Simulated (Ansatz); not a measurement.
**Molecular dynamics of Li**

Input:

```yaml
accuracy: low
crystal:
  lattice:
    - [7.094447, 0.0, 0.0]
    - [0.0, 7.094447, 0.0]
    - [0.0, 0.0, 7.094447]
  atoms:
    - { symbol: Li, position: [0.0, 0.0, 0.0] }
    - { symbol: Li, position: [0.5, 0.0, 0.0] }
    - { symbol: Li, position: [0.0, 0.5, 0.0] }
    - { symbol: Li, position: [0.0, 0.0, 0.5] }
    - { symbol: Li, position: [0.25, 0.25, 0.25] }
    - { symbol: Li, position: [0.5, 0.5, 0.0] }
    - { symbol: Li, position: [0.5, 0.0, 0.5] }
    - { symbol: Li, position: [0.75, 0.25, 0.25] }
    - { symbol: Li, position: [0.0, 0.5, 0.5] }
    - { symbol: Li, position: [0.25, 0.75, 0.25] }
    - { symbol: Li, position: [0.25, 0.25, 0.75] }
    - { symbol: Li, position: [0.5, 0.5, 0.5] }
    - { symbol: Li, position: [0.75, 0.75, 0.25] }
    - { symbol: Li, position: [0.75, 0.25, 0.75] }
    - { symbol: Li, position: [0.25, 0.75, 0.75] }
    - { symbol: Li, position: [0.75, 0.75, 0.75] }
basis:
  ecutwfc: 420.0
kpoints:
  mp_grid: { grid: [2, 2, 2] }
hamiltonian:
  xc: pbe
  dispersion: d3bj
scf:
  occupations: { method: fermi_dirac, width: 0.11 }
  lower_state_search: "off"
md:
  timestep: 1
  n_steps: 120
  ensemble: nvt_langevin
  temperature: 1300.0
  initial_velocities: maxwell_boltzmann
  seed: 195411
  friction: 0.02
```

Command:

```bash
$ ansatz run input.yaml --threads 1 --pin off --max-ram 3072MiB --backend cpu --events-out ev --progress --plain --runs-dir out
```

It starts from a structure without forces on its atoms.

Output, in part (one step line in 2):

```
md step     0: t =     0.00 fs  T =  1218.8 K  F+E_penalty+E_count = -3277.17434461 eV  E_kin = 2.520570 eV  (6 SCF iters)
md step     2: t =     2.00 fs  T =  1263.1 K  F+E_penalty+E_count = -3277.16002703 eV  E_kin = 2.612297 eV  (7 SCF iters)
md step     4: t =     4.00 fs  T =  1189.0 K  F+E_penalty+E_count = -3277.11627320 eV  E_kin = 2.459105 eV  (7 SCF iters)
md step     6: t =     6.00 fs  T =  1145.4 K  F+E_penalty+E_count = -3277.04712781 eV  E_kin = 2.368862 eV  (5 SCF iters)
md step     8: t =     8.00 fs  T =  1062.5 K  F+E_penalty+E_count = -3276.94978628 eV  E_kin = 2.197371 eV  (5 SCF iters)
md step    10: t =    10.00 fs  T =  1033.6 K  F+E_penalty+E_count = -3276.82880246 eV  E_kin = 2.137557 eV  (6 SCF iters)
md step    12: t =    12.00 fs  T =   949.9 K  F+E_penalty+E_count = -3276.68263774 eV  E_kin = 1.964477 eV  (5 SCF iters)
md step    14: t =    14.00 fs  T =   886.6 K  F+E_penalty+E_count = -3276.52519418 eV  E_kin = 1.833619 eV  (5 SCF iters)
md step    16: t =    16.00 fs  T =   946.1 K  F+E_penalty+E_count = -3276.36279255 eV  E_kin = 1.956600 eV  (5 SCF iters)
md step    18: t =    18.00 fs  T =   948.4 K  F+E_penalty+E_count = -3276.19724608 eV  E_kin = 1.961528 eV  (4 SCF iters)
md step    20: t =    20.00 fs  T =   905.9 K  F+E_penalty+E_count = -3276.02342792 eV  E_kin = 1.873472 eV  (6 SCF iters)
md step    22: t =    22.00 fs  T =   875.0 K  F+E_penalty+E_count = -3275.86187126 eV  E_kin = 1.809619 eV  (5 SCF iters)
md step    24: t =    24.00 fs  T =   754.0 K  F+E_penalty+E_count = -3275.71369167 eV  E_kin = 1.559493 eV  (5 SCF iters)
md step    26: t =    26.00 fs  T =   754.9 K  F+E_penalty+E_count = -3275.58858360 eV  E_kin = 1.561288 eV  (5 SCF iters)
md step    28: t =    28.00 fs  T =   629.2 K  F+E_penalty+E_count = -3275.50141519 eV  E_kin = 1.301257 eV  (5 SCF iters)
md step    30: t =    30.00 fs  T =   705.5 K  F+E_penalty+E_count = -3275.46753879 eV  E_kin = 1.459030 eV  (6 SCF iters)
md step    32: t =    32.00 fs  T =   723.5 K  F+E_penalty+E_count = -3275.43919782 eV  E_kin = 1.496278 eV  (5 SCF iters)
md step    34: t =    34.00 fs  T =   787.3 K  F+E_penalty+E_count = -3275.41575272 eV  E_kin = 1.628202 eV  (5 SCF iters)
md step    36: t =    36.00 fs  T =   848.8 K  F+E_penalty+E_count = -3275.42671586 eV  E_kin = 1.755496 eV  (5 SCF iters)
md step    38: t =    38.00 fs  T =   969.9 K  F+E_penalty+E_count = -3275.45661385 eV  E_kin = 2.006001 eV  (5 SCF iters)
md step    40: t =    40.00 fs  T =   936.5 K  F+E_penalty+E_count = -3275.50705153 eV  E_kin = 1.936801 eV  (6 SCF iters)
md step    42: t =    42.00 fs  T =  1089.2 K  F+E_penalty+E_count = -3275.56822857 eV  E_kin = 2.252687 eV  (5 SCF iters)
md step    44: t =    44.00 fs  T =  1046.6 K  F+E_penalty+E_count = -3275.62138425 eV  E_kin = 2.164525 eV  (5 SCF iters)
md step    46: t =    46.00 fs  T =   965.7 K  F+E_penalty+E_count = -3275.66930375 eV  E_kin = 1.997244 eV  (5 SCF iters)
md step    48: t =    48.00 fs  T =   933.0 K  F+E_penalty+E_count = -3275.70722154 eV  E_kin = 1.929656 eV  (5 SCF iters)
md step    50: t =    50.00 fs  T =  1153.0 K  F+E_penalty+E_count = -3275.72246461 eV  E_kin = 2.384487 eV  (6 SCF iters)
md step    52: t =    52.00 fs  T =   966.5 K  F+E_penalty+E_count = -3275.72371162 eV  E_kin = 1.998910 eV  (5 SCF iters)
md step    54: t =    54.00 fs  T =   921.0 K  F+E_penalty+E_count = -3275.71581948 eV  E_kin = 1.904712 eV  (5 SCF iters)
md step    56: t =    56.00 fs  T =   919.3 K  F+E_penalty+E_count = -3275.69521482 eV  E_kin = 1.901217 eV  (5 SCF iters)
md step    58: t =    58.00 fs  T =  1011.6 K  F+E_penalty+E_count = -3275.65155554 eV  E_kin = 2.092232 eV  (5 SCF iters)
md step    60: t =    60.00 fs  T =  1004.7 K  F+E_penalty+E_count = -3275.59737636 eV  E_kin = 2.077919 eV  (6 SCF iters)
md step    62: t =    62.00 fs  T =   931.5 K  F+E_penalty+E_count = -3275.54348478 eV  E_kin = 1.926415 eV  (5 SCF iters)
md step    64: t =    64.00 fs  T =   905.8 K  F+E_penalty+E_count = -3275.49280414 eV  E_kin = 1.873249 eV  (5 SCF iters)
md step    66: t =    66.00 fs  T =   954.5 K  F+E_penalty+E_count = -3275.45506962 eV  E_kin = 1.973983 eV  (5 SCF iters)
md step    68: t =    68.00 fs  T =  1089.4 K  F+E_penalty+E_count = -3275.43251793 eV  E_kin = 2.253137 eV  (5 SCF iters)
md step    70: t =    70.00 fs  T =  1054.0 K  F+E_penalty+E_count = -3275.44323392 eV  E_kin = 2.179842 eV  (6 SCF iters)
md step    72: t =    72.00 fs  T =   902.9 K  F+E_penalty+E_count = -3275.45556155 eV  E_kin = 1.867383 eV  (5 SCF iters)
md step    74: t =    74.00 fs  T =   864.1 K  F+E_penalty+E_count = -3275.48533879 eV  E_kin = 1.787033 eV  (5 SCF iters)
md step    76: t =    76.00 fs  T =   930.3 K  F+E_penalty+E_count = -3275.53933430 eV  E_kin = 1.924073 eV  (5 SCF iters)
md step    78: t =    78.00 fs  T =  1068.1 K  F+E_penalty+E_count = -3275.57982287 eV  E_kin = 2.208931 eV  (5 SCF iters)
md step    80: t =    80.00 fs  T =  1271.4 K  F+E_penalty+E_count = -3275.60232590 eV  E_kin = 2.629476 eV  (6 SCF iters)
md step    82: t =    82.00 fs  T =  1242.2 K  F+E_penalty+E_count = -3275.61672663 eV  E_kin = 2.568996 eV  (5 SCF iters)
md step    84: t =    84.00 fs  T =  1238.7 K  F+E_penalty+E_count = -3275.61286654 eV  E_kin = 2.561902 eV  (5 SCF iters)
md step    86: t =    86.00 fs  T =  1273.1 K  F+E_penalty+E_count = -3275.61160917 eV  E_kin = 2.632960 eV  (5 SCF iters)
md step    88: t =    88.00 fs  T =  1354.9 K  F+E_penalty+E_count = -3275.59895844 eV  E_kin = 2.802214 eV  (5 SCF iters)
md step    90: t =    90.00 fs  T =  1273.4 K  F+E_penalty+E_count = -3275.56035357 eV  E_kin = 2.633496 eV  (6 SCF iters)
md step    92: t =    92.00 fs  T =  1275.2 K  F+E_penalty+E_count = -3275.50435505 eV  E_kin = 2.637262 eV  (5 SCF iters)
md step    94: t =    94.00 fs  T =  1186.6 K  F+E_penalty+E_count = -3275.41694142 eV  E_kin = 2.454032 eV  (5 SCF iters)
md step    96: t =    96.00 fs  T =  1138.1 K  F+E_penalty+E_count = -3275.32267588 eV  E_kin = 2.353718 eV  (5 SCF iters)
md step    98: t =    98.00 fs  T =  1313.6 K  F+E_penalty+E_count = -3275.21965070 eV  E_kin = 2.716740 eV  (5 SCF iters)
md step   100: t =   100.00 fs  T =  1136.8 K  F+E_penalty+E_count = -3275.11916671 eV  E_kin = 2.351071 eV  (6 SCF iters)
md step   102: t =   102.00 fs  T =  1119.0 K  F+E_penalty+E_count = -3275.01526831 eV  E_kin = 2.314343 eV  (5 SCF iters)
md step   104: t =   104.00 fs  T =  1043.5 K  F+E_penalty+E_count = -3274.92278972 eV  E_kin = 2.158044 eV  (5 SCF iters)
md step   106: t =   106.00 fs  T =  1194.7 K  F+E_penalty+E_count = -3274.84046695 eV  E_kin = 2.470919 eV  (5 SCF iters)
md step   108: t =   108.00 fs  T =  1104.3 K  F+E_penalty+E_count = -3274.76484685 eV  E_kin = 2.283839 eV  (5 SCF iters)
md step   110: t =   110.00 fs  T =  1032.2 K  F+E_penalty+E_count = -3274.68385906 eV  E_kin = 2.134792 eV  (6 SCF iters)
md step   112: t =   112.00 fs  T =   877.6 K  F+E_penalty+E_count = -3274.62537402 eV  E_kin = 1.815106 eV  (5 SCF iters)
md step   114: t =   114.00 fs  T =   864.8 K  F+E_penalty+E_count = -3274.55652184 eV  E_kin = 1.788493 eV  (5 SCF iters)
md step   116: t =   116.00 fs  T =   959.9 K  F+E_penalty+E_count = -3274.47988970 eV  E_kin = 1.985322 eV  (5 SCF iters)
md step   118: t =   118.00 fs  T =   863.1 K  F+E_penalty+E_count = -3274.42555848 eV  E_kin = 1.785132 eV  (5 SCF iters)
md step   120: t =   120.00 fs  T =   651.8 K  F+E_penalty+E_count = -3274.39233160 eV  E_kin = 1.348046 eV  (6 SCF iters)
```

The run went to its last step. The mean temperature of the second half is 18 % below the set value. A run of 0.12 ps of so small a system gives no equilibrium averages. Limits of this set-up: coarse k mesh, low accuracy level.

Mean squared displacements from the first frame to the last, about the centre of mass: Li 0.45 Å².

Last frame:

```xyz
16
Lattice="7.0944 0.0000 0.0000 0.0000 7.0944 0.0000 0.0000 0.0000 7.0944" Properties=species:S:1:pos:R:3
Li 0.342 0.443 -0.026
Li 4.277 0.223 -0.333
Li 0.051 3.909 -0.154
Li 0.448 -0.158 4.005
Li 1.928 1.614 1.443
Li 3.687 3.766 0.681
Li 3.507 -0.886 2.763
Li 5.780 2.314 1.958
Li 0.846 3.835 3.471
Li 1.863 5.615 0.988
Li 1.923 1.555 5.039
Li 3.744 3.831 3.145
Li 5.797 5.089 1.581
Li 4.952 2.121 4.786
Li 2.133 4.734 4.942
Li 4.522 4.995 5.458
```

Run time: 9.2 min on 1 thread of Intel(R) Xeon(R) Platinum 8259CL CPU @ 2.50GHz (Skylake/Cascade Lake) (shared host), peak memory 0.66 GiB.
